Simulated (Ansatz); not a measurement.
# K: how settings move the results

The task here is to estimate one member of a computed series from the others.

Program: Ansatz 0.2.0. Level of theory: DFT r2SCAN, scalar-relativistic, plane waves, PAW. These are calculated values, not measurements.

1 further run of the same task is left out (it didn't finish).

### Starting point

Symmetry: P-1, No. 2, triclinic system. The conventional cell has a = 4.414 Å, b = 4.419 Å, c = 8.576 Å, α = 104.77°, β = 104.49°, γ = 90.02°. Around K (site symmetry 1) lie 4 K at 4.41 to 4.42 Å.

Cell or atoms stand a little off a more symmetric structure (I4_1/amd at a tolerance of 0.3 Å), so results at this geometry aren't those of that ideal crystal.

Structure file:

```
CELL_PARAMETERS angstrom
4.41442 0.00000 0.00000
-0.00151 4.41905 0.00000
-2.14573 -2.18730 8.01012
ATOMIC_POSITIONS crystal
K 0.36881 0.62096 0.75064
K 0.63119 0.37904 0.24936
```

The structure comes from the Materials Project (structure only); it is used as listed.

Set-up of the first run:

Input file input.yaml:

```yaml
crystal:
  lattice:
    - [4.414424752, 0.0, 0.0]
    - [-0.0015065291, 4.4190526552, 0.0]
    - [-2.1457294154, -2.1873041691, 8.0101231435]
  atoms:
    - { symbol: K, position: [0.3688105, 0.6209596, 0.75064014] }
    - { symbol: K, position: [0.6311895, 0.3790404, 0.24935986] }
basis:
  ecutwfc: 500
kpoints:
  mp_grid: { grid: [4, 4, 2] }
hamiltonian:
  xc: r2scan
scf:
  occupations: { method: gaussian, width: 0.1 }
output:
  forces: true
  stress: true
  eigenvalues: true
```

Steps of the session up to this table: Probe: one point at the start; The base run; K-point mesh set to 1×1×1; K-point mesh set to 2×2×1; K-point mesh set to 4×4×2; K-point mesh: 4×4×4; K-point mesh: 6×6×4; K-point mesh set to 8×8×4.

One table of the session follows, with a row left open; its other results are not shown here.

It belongs to the step «The sweep of the k-point mesh side by side». 

| mesh | ΔE (meV/atom) | pressure (GPa) | largest change of a force component (eV/Å) |
| --- | --- | --- | --- |
| 1×1×1 | -1265 | -1.22 | 0.000 |
| 2×2×1 | 346 | 0.35 | 0.004 |
| 4×4×2 | 25.0 | 0.06 | 0.001 |
| 4×4×4 | 15.2 | 0.05 | 0.000 |
| 6×6×4 | 2.51 | 0.03 | 0.001 |
| 8×8×4 | ? | ? | ? |
| 10×10×6 | 0.00 | 0.03 | 0.000 |

**Question.** Estimate the row for 8×8×4.

As computed: ΔE (meV/atom): 0.90; pressure (GPa): 0.03; largest change of a force component (eV/Å): 0.000. In the column «ΔE (meV/atom)» it lies between 10×10×6 (0.00) and 6×6×4 (2.51).

Caveats from the session: The error changes sign along the series, since a k mesh isn't variational, and a metal needs dense meshes to resolve its Fermi surface.
